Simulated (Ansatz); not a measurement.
# Cd4Se3S: the cost of one run

Computed with Ansatz 0.2.0 (DFT PBE, scalar-relativistic, plane waves, PAW, unless a step's input says otherwise).

## (1) The structure to begin with

The structure is trigonal, space group P3m1 (No. 156). The conventional cell has a = 4.335 Å, b = 4.335 Å, c = 14.154 Å, α = 90.00°, β = 90.00°, γ = 120.00°. Cd (site symmetry 3m) is surrounded by 3 S at 2.61 Å and 1 Se at 2.69 Å. Around Cd (site symmetry 3m) lie 4 Se at 2.67 to 2.68 Å. Around Cd (site symmetry 3m) lie 4 Se at 2.67 to 2.69 Å. Cd (site symmetry 3m) has 1 S at 2.57 Å and 3 Se at 2.67 Å in its first shell of neighbours. Se (site symmetry 3m) has 4 Cd at 2.67 to 2.69 Å in its first shell of neighbours. Se (site symmetry 3m) has 4 Cd at 2.67 to 2.68 Å in its first shell of neighbours. Around S (site symmetry 3m) lie 4 Cd at 2.57 to 2.61 Å.

As a file:

```
Cd Se S
1.0
     4.33486    0.00000    0.00000
    -2.16743    3.75410    0.00000
     0.00000    0.00000   14.15424
Cd Se S
4 3 1
Direct
  0.66667 0.33333 0.99217
  0.66667 0.33333 0.50239
  0.00000 0.00000 0.24737
  0.00000 0.00000 0.75754
  0.66667 0.33333 0.18220
  0.66667 0.33333 0.69206
  0.00000 0.00000 0.43708
  0.00000 0.00000 0.93919
```

The start is the relaxed end of an invented cell (made as: elements ordered on the sites of the CdS type, S/Se on S (P3m1, No. 156)), taken up again for a closer look.

## (2) Probe: one point on a coarse mesh

Contents of input.yaml:

```yaml
crystal:
  lattice:
    - [4.3348616, 0.0, 0.0]
    - [-2.1674308, 3.7541003, 0.0]
    - [0.0, 0.0, 14.1542426]
  atoms:
    - { symbol: Cd, position: [0.6666667, 0.3333333, 0.992167] }
    - { symbol: Cd, position: [0.6666667, 0.3333333, 0.50239] }
    - { symbol: Cd, position: [0.0, 0.0, 0.247371] }
    - { symbol: Cd, position: [0.0, 0.0, 0.757537] }
    - { symbol: Se, position: [0.6666667, 0.3333333, 0.182202] }
    - { symbol: Se, position: [0.6666667, 0.3333333, 0.69206] }
    - { symbol: Se, position: [0.0, 0.0, 0.437081] }
    - { symbol: S, position: [0.0, 0.0, 0.939191] }
basis:
  ecutwfc: 420
kpoints:
  mp_grid: { grid: [6, 6, 2] }
hamiltonian:
  xc: pbe
scf:
  occupations: { method: gaussian, width: 0.1 }
  lower_state_search: "off"
output:
  forces: true
  stress: true
  eigenvalues: true
```

Launch:

```sh
$ ansatz run input.yaml --threads 4 --pin off --max-ram 8192MiB --backend cpu --events-out ev --progress --plain --runs-dir out
```

What time and memory should one allow on 4 threads of Arm Neoverse N1, shared host?

About 8.8 s, with a peak of 0.76 GiB.
